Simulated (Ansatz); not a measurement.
# LaInO3: the cost of one run

Computed with Ansatz 0.2.0 (DFT LDA, scalar-relativistic, plane waves, PAW, unless a step's input says otherwise).

**1. The starting structure**

The structure is orthorhombic, space group Pnma (No. 62). The conventional cell has a = 5.940 Å, b = 8.216 Å, c = 5.723 Å, α = 90.00°, β = 90.00°, γ = 90.00°. Around La (site symmetry m) lie 6 O at 2.35 to 2.67 Å. In (site symmetry -1) has 6 O at 2.11 to 2.22 Å in its first shell of neighbours. O (site symmetry m) has 2 In at 2.16 Å and 2 La at 2.35 to 2.58 Å in its first shell of neighbours. O (site symmetry 1) is surrounded by 2 In at 2.11 to 2.22 Å and 2 La at 2.42 to 2.67 Å.

Structure file:

```cif
data_structure
_symmetry_space_group_name_H-M 'P 1'
_symmetry_Int_Tables_number 1
_cell_length_a 5.9404
_cell_length_b 8.2158
_cell_length_c 5.7229
_cell_angle_alpha 90.000
_cell_angle_beta 90.000
_cell_angle_gamma 90.000
_cell_volume 279.31
loop_
_atom_site_label
_atom_site_type_symbol
_atom_site_fract_x
_atom_site_fract_y
_atom_site_fract_z
_atom_site_occupancy
La1 La 0.94490 0.25000 0.01690 1
La2 La 0.55510 0.75000 0.51690 1
La3 La 0.44490 0.25000 0.48310 1
La4 La 0.05510 0.75000 0.98310 1
In1 In 0.00000 0.00000 0.50000 1
In2 In 0.50000 0.00000 0.00000 1
In3 In 0.50000 0.50000 0.00000 1
In4 In 0.00000 0.50000 0.50000 1
O1 O 0.02900 0.25000 0.61500 1
O2 O 0.47100 0.75000 0.11500 1
O3 O 0.52900 0.25000 0.88500 1
O4 O 0.97100 0.75000 0.38500 1
O5 O 0.20900 0.06230 0.19200 1
O6 O 0.29100 0.93770 0.69200 1
O7 O 0.70900 0.43770 0.30800 1
O8 O 0.79100 0.56230 0.80800 1
O9 O 0.79100 0.93770 0.80800 1
O10 O 0.70900 0.06230 0.30800 1
O11 O 0.29100 0.56230 0.69200 1
O12 O 0.20900 0.43770 0.19200 1
```

The structure rests on an entry of the Crystallography Open Database; cell or positions may have been set otherwise for this series.

**2. Relaxing cell and atoms: LaInO3, no spin**

Input file input.yaml:

```yaml
crystal:
  lattice:
    - [5.9404, 0.0, 0.0]
    - [0.0, 8.2158, 0.0]
    - [0.0, 0.0, 5.7229]
  atoms:
    - { symbol: La, position: [0.9449, 0.25, 0.0169] }
    - { symbol: La, position: [0.5551, 0.75, 0.5169] }
    - { symbol: La, position: [0.4449, 0.25, 0.4831] }
    - { symbol: La, position: [0.0551, 0.75, 0.9831] }
    - { symbol: In, position: [0.0, 0.0, 0.5] }
    - { symbol: In, position: [0.5, 0.0, 0.0] }
    - { symbol: In, position: [0.5, 0.5, 0.0] }
    - { symbol: In, position: [0.0, 0.5, 0.5] }
    - { symbol: O, position: [0.029, 0.25, 0.615] }
    - { symbol: O, position: [0.471, 0.75, 0.115] }
    - { symbol: O, position: [0.529, 0.25, 0.885] }
    - { symbol: O, position: [0.971, 0.75, 0.385] }
    - { symbol: O, position: [0.209, 0.0623, 0.192] }
    - { symbol: O, position: [0.291, 0.9377, 0.692] }
    - { symbol: O, position: [0.709, 0.4377, 0.308] }
    - { symbol: O, position: [0.791, 0.5623, 0.808] }
    - { symbol: O, position: [0.791, 0.9377, 0.808] }
    - { symbol: O, position: [0.709, 0.0623, 0.308] }
    - { symbol: O, position: [0.291, 0.5623, 0.692] }
    - { symbol: O, position: [0.209, 0.4377, 0.192] }
scf:
  occupations: { method: fixed }
output:
  forces: true
  stress: true
  eigenvalues: true
  write_density: true
  write_potential: true
  elf: true
  volumetric_format: npy
hamiltonian:
  xc: lda
basis:
  ecutwfc: 560
kpoints:
  mp_grid: { grid: [4, 3, 4] }
relax:
  f_tol: 0.003
  max_steps: 80
  cell: { stress_tol: 0.05 }
```

The run is started by

```sh
ansatz run input.yaml --threads 16 --pin off --max-ram 32768MiB --backend cpu --events-out ev --progress --plain --runs-dir out
```

What time and memory should one allow on 16 threads of Intel Xeon Platinum 8488C (Sapphire Rapids), shared host?

About 74 s, with a peak of 4.4 GiB.
